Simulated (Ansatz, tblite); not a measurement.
# KScS$_{2}$ with GFN1-xTB from a Python script

These are simulated results from tblite 0.8.0, not measurements. The cell was built from a prototype and was relaxed with r2SCAN in plane waves (Ansatz 0.2.0). It may be hypothetical. All runs are without spin polarisation.

The symmetry is P4/nmm (No. 129, tetragonal); conventional cell a = 3.995 Å, c = 11.751 Å, 23.44 Å³ an atom. K is surrounded by 6 S at 2.93–3.40 Å; S is surrounded by 1 Sc at 2.31 Å and 5 K at 2.93–3.40 Å; S is surrounded by 5 Sc at 2.66–2.84 Å and 1 K at 3.39 Å; Sc is surrounded by 6 S at 2.31–2.84 Å.

tblite solves periodic systems at the zone centre alone, so the script builds a cluster of 3×3×1 conventional cells (72 atoms), which folds in a coarse mesh of k points.

Input script:

```python
import json
from ase import Atoms
from ase.build import make_supercell
from ase.units import Bohr, GPa, Hartree
from tblite.interface import Calculator

atoms = Atoms(['K', 'S', 'K', 'S', 'Sc', 'S', 'Sc', 'S'],
              cell=[[3.99482997, 0.0, 0.0], [0.0, 3.99482997, 0.0], [0.0, 0.0, 11.75122088]],
              scaled_positions=[[0.5, 0.0, 0.889289229], [0.5, 0.0, 0.178419832], [0.0, 0.5, 0.110710771], [0.0, 0.5, 0.398883158], [0.5, 0.0, 0.375163111], [0.5, 0.0, 0.601116842], [0.0, 0.5, 0.624836889], [0.0, 0.5, 0.821580168]],
              pbc=True)
cluster = make_supercell(atoms, [[3, 0, 0], [0, 3, 0], [0, 0, 1]])
calc = Calculator('GFN1-xTB', cluster.numbers, cluster.positions / Bohr, lattice=cluster.cell[:] / Bohr, periodic=cluster.pbc)
calc.set('temperature', 0.02 / Hartree)
calc.set('max-iter', 150)
res = calc.singlepoint()
levels = res.get('orbital-energies') * Hartree
nv = round(res.get('orbital-occupations').sum() / 2)
cells = len(cluster) // len(atoms)
out = {'energy_per_cell': res.get('energy') * Hartree / cells, 'homo': levels[nv - 1], 'lumo': levels[nv],
       'stress': (-res.get('virial') * Hartree / cluster.get_volume() / GPa).tolist(), 'charges': res.get('charges')[:len(atoms)].tolist(), 'electrons': 2 * nv / cells}
json.dump(out, open('results.json', 'w'))
for key, value in out.items():
    print(key, value)
```

Command: `python run.py`. It took 7.3 s on 1 thread of Arm Neoverse V1, with other jobs on the host, peak memory 0.14 GiB.

What it printed:

```
------------------------------------------------------------
  cycle        total energy    energy error   density error
------------------------------------------------------------
      1     -153.9099599671  -1.5362968E+02   8.4871135E-01
      2     -103.0126120741   5.0897348E+01   2.5283635E+00
      3     -156.6110497067  -5.3598438E+01   5.7200807E-01
      4     -137.5775509559   1.9033499E+01   5.6400079E-01
      5     -47.85993958887   8.9717611E+01   6.2221053E-01
      6     -155.8978785197  -1.0803794E+02   4.3733676E-01
      7     -160.4395810522  -4.5417025E+00   3.7261119E-01
      8     -161.2156048666  -7.7602381E-01   3.5032778E-01
      9     -161.5107527344  -2.9514787E-01   3.3635637E-01
     10     -161.5598540401  -4.9101306E-02   3.3344885E-01
     11     -160.2901165728   1.2697375E+00   3.9281431E-01
     12     -160.4483852771  -1.5826870E-01   3.8559613E-01
     13     -162.4037813823  -1.9553961E+00   2.5129261E-01
     14     -163.0510454816  -6.4726410E-01   1.8831181E-01
     15     -163.1743794187  -1.2333394E-01   1.7287457E-01
     16     -163.2477765699  -7.3397151E-02   1.6044429E-01
     17     -163.2514455654  -3.6689955E-03   1.5886186E-01
     18     -163.1211812651   1.3026430E-01   1.5856998E-01
     19     -163.4167490105  -2.9556775E-01   1.1050780E-01
     20     -163.5784238949  -1.6167488E-01   5.9541543E-02
     21     -163.6577416856  -7.9317791E-02   8.1692173E-03
     22     -163.6564898231   1.2518625E-03   1.1690328E-02
     23     -163.6558010986   6.8872446E-04   1.2019494E-02
     24     -163.6566759153  -8.7481668E-04   1.0277146E-02
     25     -163.6598632077  -3.1872924E-03   5.0985655E-03
     26     -163.6571871341   2.6760736E-03   1.2634343E-02
     27     -163.6574329737  -2.4583961E-04   1.1752524E-02
     28     -163.6591249431  -1.6919694E-03   7.7309821E-03
     29     -163.6604638136  -1.3388705E-03   2.4306497E-03
     30     -163.6606359218  -1.7210815E-04   1.0035150E-03
     31     -163.6606689494  -3.3027644E-05   7.4370548E-04
     32     -163.6606665458   2.4036463E-06   7.7476008E-04
     33     -163.6606719544  -5.4086779E-06   5.9083285E-04
     34     -163.6606763908  -4.4363224E-06   3.7528336E-04
     35     -163.6606782442  -1.8534158E-06   1.6472584E-04
     36     -163.6606783944  -1.5025100E-07   1.4035114E-04
     37     -163.6606786957  -3.0126299E-07   4.8022768E-05
     38     -163.6606787037  -8.0316624E-09   3.5563172E-05
     39     -163.6606787148  -1.1024241E-08   2.2295227E-05
     40     -163.6606787351  -2.0335136E-08   1.1457877E-05
------------------------------------------------------------

 total:                                   6.593 sec
energy_per_cell -494.82598956337733
homo 3.382907652331972
lumo 3.3829076525581208
stress [[-1.6368797922299998, -2.012874898191081e-05, -0.00021430652125309545], [-2.012874898193112e-05, -1.636879788855702, 0.0002143090145853276], [-0.0002143065212531156, 0.00021430901458523096, -2.3140629106975195]]
charges [0.5604502950999635, -0.6711363244185896, 0.5604501234194017, -0.3902920085497215, 0.5003187123459059, -0.3902921972677738, 0.5003200518860655, -0.6711459501392993]
electrons 32.0
```

The cycle table is in hartree for the whole cluster, and the lines after it are in eV (the energy for one cell). The printed stress is in GPa and positive in compression, and the pressure is its mean diagonal.

GFN1-xTB gives no gap at the points read. On the same cell, plane-wave PBE (Ansatz, 6×6×2 k points and the special points) gives a gap of 0.58 eV and r2SCAN a gap of 0.84 eV; on shared hosts these took about 11 and 24 core-seconds on the 8-atom cell, against 7.3 for the script. Semilocal gaps usually lie below measured ones. This method closes a gap that PBE finds, a failure in kind.

The same script was run on cells scaled at fixed shape and fractional coordinates:

| volume (Å³/atom) | energy (meV/atom) | pressure (GPa, positive in compression) | gap (eV) |
| --- | --- | --- | --- |
| 20.63 | 17.0 | 4.49 | 0.00 |
| 22.04 | -5.3 | 0.79 | 0.00 |
| 23.44 | 0.0 | -1.86 | 0.00 |
| 24.85 | 25.5 | -3.84 | 0.00 |
| 26.25 | 66.0 | -5.32 | 0.00 |

A Birch-Murnaghan fit puts the minimum at 22.42 Å³/atom, 4.4 % below the given cell, with a bulk modulus of 45.6 GPa at fixed shape.

xTB was fitted mostly to molecules, and a small cluster samples few k points, so gaps, pressures and kinks along a curve can be far from a solid's.
